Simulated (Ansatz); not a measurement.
This script makes an atomisation energy of CH5AlN, SMILES [CH3][Al][NH2] with the Python package of Ansatz (0.2.0).

Script `run_tae.py`:
```python
# -*- coding: utf-8 -*-
"""Energy to split CH5AlN into its atoms."""

from collections import Counter

import ansatz as az

BASIS_SET = "aug-cc-pVDZ"
FUNCTIONAL = "PBE"
DISPERSION = "d3bj"


def energy(molecule, charge=0, unpaired=0):
    calc = (
        molecule.calculation()
        .basis(gaussian=BASIS_SET)
        .functional(FUNCTIONAL, dispersion=DISPERSION)
        .accuracy("high")
    )
    if charge:
        calc = calc.charge(charge)
    if unpaired:
        calc = calc.spin("collinear", total=unpaired)
    report = calc.run(threads=1).report
    if report["published_state_doubts"]:
        print("  doubts:", report["published_state_doubts"])
    return report["free_energy_ev"]


def main():
    geometry_ang = [
        ("C", [-0.847, 0.9964, -0.5126]),
        ("Al", [0.7429, 0.4021, 0.4039]),
        ("N", [0.8831, -1.4353, 0.8698]),
        ("H", [-1.514, 0.1986, -0.6784]),
        ("H", [-0.6177, 1.4649, -1.5265]),
        ("H", [-1.3928, 1.8331, 0.0918]),
        ("H", [1.8907, -1.5518, 1.3098]),
        ("H", [0.9469, -1.9651, -0.0137]),
    ]
    mol = az.Crystal.molecule()
    for symbol, xyz in geometry_ang:
        mol = mol.atom(symbol, xyz)

    # unpaired electrons of the ground-state atoms
    unpaired = {"C": 2, "Al": 1, "N": 3, "H": 1}
    counts = Counter(site.symbol for site in mol.cartesian_sites)
    atom_energy = {s: energy(az.Crystal.molecule().atom(s, (0, 0, 0)), 0, unpaired[s]) for s in counts}
    whole = energy(mol, 0, 1)
    for s, e in atom_energy.items():
        print(f"{s:2s} x{counts[s]}  {e:14.5f} eV")
    print(f"CH5AlN: {whole:.5f} eV")
    split = sum(counts[s] * e for s, e in atom_energy.items()) - whole
    print(f"atomisation energy (no zero-point term): {split:.3f} eV, {split / sum(counts.values()):.3f} eV an atom")


if __name__ == "__main__":
    main()
```

What does it cost to take this molecule apart into atoms?

27.031 eV from the electronic energies, without the zero-point term.

The run itself:

`python run_tae.py` gives:
```text
C  x1     -1028.34872 eV
Al x1     -6591.23167 eV
N  x1     -1483.63552 eV
H  x5       -13.58459 eV
CH5AlN: -9198.17028 eV
atomisation energy (no zero-point term): 27.031 eV, 3.379 eV an atom
```

The settings weren't tested for convergence. The geometry is a force-field or estimated start, not a minimum of this method, and the basis set is short of its limit. All parts are taken at fixed geometry, without zero-point energy. The species is open-shell (spin multiplicity 2). For Al to Cl the sets with a tight d function, cc-pV(X+d)Z, are usual. This functional overbinds, so such energies come out a few per cent too high (LDA far more). By the engine's processor time: 11 s on 1 thread of Intel(R) Xeon(R) Processor @ 2.30GHz, with other jobs on the host, peak memory 0.52 GiB.
